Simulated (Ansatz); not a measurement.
# C2H8ClInO: small, medium and large basis sets

The task here is to estimate one member of a computed series from the others.

Computed with Ansatz 0.2.0, Gaussian basis. Level: one geometry, several basis sets.

Plan: PBE0-D4/def2-SVP; ωB97M-V/def2-SVP; PBE0-D4/def2-QZVPP; ωB97M-V/def2-QZVPP; the functionals' def2-TZVPP values are taken from earlier runs.

## Structure used throughout

An earlier PBE0-D4 in a triple-zeta def2 set relaxation fixed the geometry. In takes the def2 core potential; no spin-orbit term is included.

SMILES `[CH3][In-]([CH3])([OH2+])[Cl]`, 13 atoms, charge 0, spin multiplicity 1.

Atoms are counted from 1 here; the program's logs count them from 0.

Bond lengths: C1–In2 2.135 Å, C1–H6 1.091 Å, C1–H7 1.090 Å, C1–H8 1.090 Å, In2–C3 2.140 Å, In2–O4 2.415 Å, In2–Cl5 2.436 Å, C3–H9 1.090 Å, C3–H10 1.091 Å, C3–H11 1.091 Å, O4–H12 0.962 Å, O4–H13 0.974 Å. Angles: In2–C1–H6 108.9°, In2–C1–H7 109.0°, In2–C1–H8 111.6°, H6–C1–H7 109.0°, H6–C1–H8 108.9°, H7–C1–H8 109.5°, C1–In2–C3 139.6°, C1–In2–O4 100.8°, C1–In2–Cl5 109.4°, C3–In2–O4 98.8°, C3–In2–Cl5 109.0°, O4–In2–Cl5 78.3°, In2–C3–H9 109.2°, In2–C3–H10 111.2°, In2–C3–H11 110.1°, H9–C3–H10 109.6°, H9–C3–H11 108.4°, H10–C3–H11 108.3° and more.

Set-up of the first run:

Input file in.yaml:

```yaml
crystal:
  periodic: [false, false, false]
  atoms:
    - {symbol: C, position_ang: [-2.032577, 0.521117, -0.803103]}
    - {symbol: In, position_ang: [-0.000032, -0.016824, -0.433785]}
    - {symbol: C, position_ang: [1.181537, -1.758961, -0.046440]}
    - {symbol: O, position_ang: [0.416166, 1.174980, 1.625034]}
    - {symbol: Cl, position_ang: [1.462318, 1.779764, -1.188577]}
    - {symbol: H, position_ang: [-2.494170, 0.825205, 0.137687]}
    - {symbol: H, position_ang: [-2.056136, 1.361168, -1.496792]}
    - {symbol: H, position_ang: [-2.599120, -0.311321, -1.220889]}
    - {symbol: H, position_ang: [2.200130, -1.454577, 0.195263]}
    - {symbol: H, position_ang: [0.767446, -2.340845, 0.778514]}
    - {symbol: H, position_ang: [1.212834, -2.395158, -0.932117]}
    - {symbol: H, position_ang: [1.009005, 0.747779, 2.251052]}
    - {symbol: H, position_ang: [0.953098, 1.832874, 1.148955]}
basis:
  gaussian: {orbitals: def2-SVP}
hamiltonian: {xc: pbe0, dispersion: d4}
output: {orbitals: {seedname: orbitals}}
```

Launch:

```
ansatz run in.yaml --threads 4 --pin off --events-out ev --progress --plain --max-ram 11315MiB
```

Steps of the session up to this table: PBE0-D4 in def2-SVP; ωB97M-V in def2-SVP; PBE0-D4 in def2-QZVPP; ωB97M-V in def2-QZVPP.

One table of the session follows, with a row left open; its other results are not shown here.

It belongs to the step «Functionals by basis». 

| functional | basis | HOMO (eV) | LUMO (eV) |
| --- | --- | --- | --- |
| PBE0-D4 | def2-SVP | -7.22 | 0.09 |
| PBE0-D4 | def2-TZVPP | -7.37 | -0.30 |
| PBE0-D4 | def2-QZVPP | -7.39 | -0.53 |
| ωB97M-V | def2-SVP | ? | ? |
| ωB97M-V | def2-TZVPP | -9.53 | 0.94 |
| ωB97M-V | def2-QZVPP | -9.56 | 0.58 |

Estimate the missing values for ωB97M-V, def2-SVP.

**Answer.** HOMO (eV): -9.37; LUMO (eV): 1.62. In the column «HOMO (eV)» it lies between ωB97M-V, def2-TZVPP (-9.53) and PBE0-D4, def2-QZVPP (-7.39).
